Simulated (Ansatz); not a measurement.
# RuTe: the cost of one run

Method: DFT PBE+U (U = 4 eV, J = 0.5 eV on Ru d), plane waves, PAW, in Ansatz 0.2.0.

6 further runs of the same task are left out: 6 that didn't finish.

## 1. The starting structure

Symmetry: Fm-3m, No. 225, cubic system. Conventional cell: a = 5.738 Å, b = 5.738 Å, c = 5.738 Å, α = 90.00°, β = 90.00°, γ = 90.00°. Around Ru (site symmetry m-3m) lie 6 Te at 2.87 Å. Te (site symmetry m-3m) is surrounded by 6 Ru at 2.87 Å.

Structure file:

```xyz
2
Lattice="0.0000 2.8689 2.8689 2.8689 0.0000 2.8689 2.8689 2.8689 0.0000" Properties=species:S:1:pos:R:3 pbc="T T T"
Ru    2.8689    2.8689    2.8689
Te    0.0000    0.0000    0.0000
```

Magnetic order typed: ferromagnetic.

## 2. From atoms, symmetry kept, no search

Contents of input.yaml:

```yaml
crystal:
  lattice:
    - [0.0, 2.86887472, 2.86887472]
    - [2.86887472, 0.0, 2.86887472]
    - [2.86887472, 2.86887472, 0.0]
  atoms:
    - { symbol: Ru, position: [0.5, 0.5, 0.5], spin: 4.0, spin_axis: [0.0, 0.0, 1.0] }
    - { symbol: Te, position: [0.0, 0.0, 0.0] }
basis:
  ecutwfc: 420
  ecutrho_ratio: 4
kpoints:
  mp_grid: { grid: [6, 6, 6] }
hamiltonian:
  xc: pbe
  hubbard: { sites: [{ site: 0, l: d, u: 4.0, j: 0.5 }] }
scf:
  occupations: { method: gaussian, width: 0.05 }
  lower_state_search: "off"
  max_iter: 150
output:
  forces: true
  stress: true
  eigenvalues: true
  populations: true
  hubbard: { sites: [{ site: 0, l: d }] }
magnetization:
  noncollinear: true
  spin_orbit: true
```

This run includes spin–orbit coupling.

Started as:

```bash
ansatz run input.yaml --threads 2 --pin off --max-ram 3072MiB --backend cpu --events-out ev --progress --plain --runs-dir out
```

**Question.** How long does this run take on 2 threads of Arm Neoverse N1, shared host, and how much memory does it need?

About 86 s, with a peak of 0.6 GiB.
